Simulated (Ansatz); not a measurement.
**Ga4PN3: the band gap up the ladder of functionals**

One table from this session's results is given with a row withheld; the runs are named, their logs left out.

The runs shown are made with Ansatz 0.2.0. PAW datasets, plane waves. The calculation is spin-unpolarised, and the structure need not be a phase that has been made.

### The system as given

The cell was relaxed beforehand with r2SCAN.

The symmetry is R3m (No. 160, trigonal); conventional cell a = 3.335 Å, c = 33.212 Å, 13.33 Å³ an atom. N has 4 Ga at 1.94–2.02 Å; N has 4 Ga at 1.95–2.02 Å; P has 4 Ga at 2.21–2.34 Å; Ga has 4 N at 1.95–2.02 Å.

Structure file:

```cif
data_structure
_symmetry_space_group_name_H-M 'P 1'
_symmetry_Int_Tables_number 1
_cell_length_a 11.2370
_cell_length_b 11.2370
_cell_length_c 11.2370
_cell_angle_alpha 17.070
_cell_angle_beta 17.070
_cell_angle_gamma 17.070
_cell_volume 106.66
loop_
_atom_site_label
_atom_site_type_symbol
_atom_site_fract_x
_atom_site_fract_y
_atom_site_fract_z
_atom_site_occupancy
N1 N 0.00657 0.00657 0.00657 1
N2 N 0.74984 0.74984 0.74984 1
N3 N 0.49330 0.49330 0.49330 1
P1 P 0.24864 0.24864 0.24864 1
Ga1 Ga 0.69110 0.69110 0.69110 1
Ga2 Ga 0.43444 0.43444 0.43444 1
Ga3 Ga 0.17806 0.17806 0.17806 1
Ga4 Ga 0.94805 0.94805 0.94805 1
```

The first run:

Contents of input.yaml:

```yaml
crystal:
  lattice:
    - [1.6676898803, 0.9628412013, 11.0708176915]
    - [-1.6676898803, 0.9628412013, 11.0708176915]
    - [0.0, -1.9256824027, 11.0708176915]
  atoms:
    - { symbol: "N", position: [0.0065651279, 0.0065651279, 0.0065651279] }
    - { symbol: "N", position: [0.7498375984, 0.7498375984, 0.7498375984] }
    - { symbol: "N", position: [0.4933031959, 0.4933031959, 0.4933031959] }
    - { symbol: P, position: [0.2486435486, 0.2486435486, 0.2486435486] }
    - { symbol: Ga, position: [0.6911047107, 0.6911047107, 0.6911047107] }
    - { symbol: Ga, position: [0.4344430317, 0.4344430317, 0.4344430317] }
    - { symbol: Ga, position: [0.1780552234, 0.1780552234, 0.1780552234] }
    - { symbol: Ga, position: [0.9480475634, 0.9480475634, 0.9480475634] }
kpoints:
  mp_grid: { grid: [8, 8, 8] }
  band_path:
    path:
      - [[0.0, 0.0, 0.0], [-0.5, -0.5, -0.5], [-0.5, -0.1717093149156, -0.8282906850844]]
      - [[-0.1717093149156, 0.1717093149156, -0.5], [5.049342658375e-16, 1.515393012305e-16, -0.5], [0.0, 0.0, 0.0], [5.797535758789e-16, 0.3358546574578, -0.3358546574578]]
      - [[-0.3358546574578, 1.617206166181e-16, -0.6641453425422], [-0.5, 9.104162369667e-17, -0.5], [0.0, 0.0, 0.0]]
    npoints: 10
hamiltonian:
  xc: pbe
scf:
  occupations: { method: fermi_dirac, width: 0.02 }
  n_extra_bands: 6
output:
  forces: true
  stress: true
  eigenvalues: true
  write_density: true
  write_potential: true
  elf: true
  volumetric_format: npy
```

Run with:

```
ansatz run input.yaml --threads 2 --pin off --max-ram 29491MiB --backend cpu --events-out ev --progress --plain --runs-dir out
```

Among the steps run: Band structure with PBE; Single point with r2SCAN; HSE06 at the same geometry; PBE+SOC at the same geometry.

One table of the session follows, with a row left open; its other results are not shown here.

| level | gap (eV) |
| --- | --- |
| PBE | ? |
| r2SCAN | -0.39 |
| HSE06 | -0.02 |
| PBE+SOC | -0.44 |

**Question.** Estimate the row for PBE.

The run gave: gap (eV): -0.46. In the column «gap (eV)» it is the lowest.

Meshes: PBE 8×8×8, r2SCAN 8×8×8, HSE06 6×6×6, PBE+SOC 8×8×8

Caveats from the session: Warnings in the runs' records: stress scf threshold loose, filled band counts differ across k points, stress exchange threshold loose.
